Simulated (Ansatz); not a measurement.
# C2H7InN2: the cost of one run

All numbers below are computed with Ansatz 0.2.0 (RKS PBE0/def2-mTZVP).

## Step 1: The structure to begin with

Bond lengths: C1–N2 1.246 Å, N2–In3 2.155 Å, In3–C4 2.245 Å, In3–N5 2.085 Å, C1–H6 1.093 Å, C1–H7 1.101 Å, C4–H8 1.087 Å, C4–H9 1.087 Å, C4–H10 1.088 Å, N5–H11 1.015 Å, N5–H12 1.016 Å. Angles (14 of 16 angles, heavy atoms first): C1–N2–In3 118.2°, N2–In3–C4 122.8°, N2–In3–N5 111.9°, C4–In3–N5 124.7°, N2–C1–H6 119.4°, N2–C1–H7 125.8°, In3–C4–H8 108.8°, In3–C4–H9 108.0°, In3–C4–H10 109.9°, In3–N5–H11 111.6°, In3–N5–H12 114.0°, H6–C1–H7 114.8°, H8–C4–H9 110.4°, H8–C4–H10 109.8°.

As a file:

```xyz
12

C    -2.3263    1.3097    0.0811
N    -1.9209    0.1405    0.2231
In    0.1955   -0.2308    0.0638
C     1.0565   -2.2971   -0.1096
N     1.2744    1.5304   -0.2184
H    -3.3984    1.5162    0.1352
H    -1.6952    2.1933   -0.1003
H     0.3079   -2.9534   -0.5455
H     1.9329   -2.2439   -0.7512
H     1.3393   -2.6635    0.8746
H     2.2624    1.3987   -0.0248
H     0.9718    2.2998    0.3720
```

## Step 2: Relaxing end A

input.yaml

```yaml
crystal:
  periodic: [false, false, false]
  atoms:
    - { symbol: C, position_ang: [-2.32628, 1.30974, 0.08111] }
    - { symbol: "N", position_ang: [-1.9209, 0.14053, 0.22312] }
    - { symbol: In, position_ang: [0.19545, -0.23081, 0.06378] }
    - { symbol: C, position_ang: [1.05651, -2.2971, -0.10962] }
    - { symbol: "N", position_ang: [1.27443, 1.53041, -0.21836] }
    - { symbol: H, position_ang: [-3.39835, 1.51618, 0.13521] }
    - { symbol: H, position_ang: [-1.69521, 2.19326, -0.10029] }
    - { symbol: H, position_ang: [0.30791, -2.95336, -0.54549] }
    - { symbol: H, position_ang: [1.93289, -2.24394, -0.75117] }
    - { symbol: H, position_ang: [1.33933, -2.66346, 0.87455] }
    - { symbol: H, position_ang: [2.26244, 1.39873, -0.02482] }
    - { symbol: H, position_ang: [0.97179, 2.29981, 0.37198] }
basis:
  gaussian: { orbitals: def2-mTZVP }
hamiltonian:
  xc: pbe0
relax:
  f_tol: 0.015
  max_steps: 40
```

Launch:

```console
ansatz run input.yaml --threads 2 --pin off --max-ram 3072MiB --backend cpu --events-out ev --progress --plain --runs-dir out
```

Q: Estimate wall time and peak memory on 2 threads of Intel Xeon Platinum 8488C (Sapphire Rapids), shared host.

About 2.6 min, with a peak of 0.4 GiB.
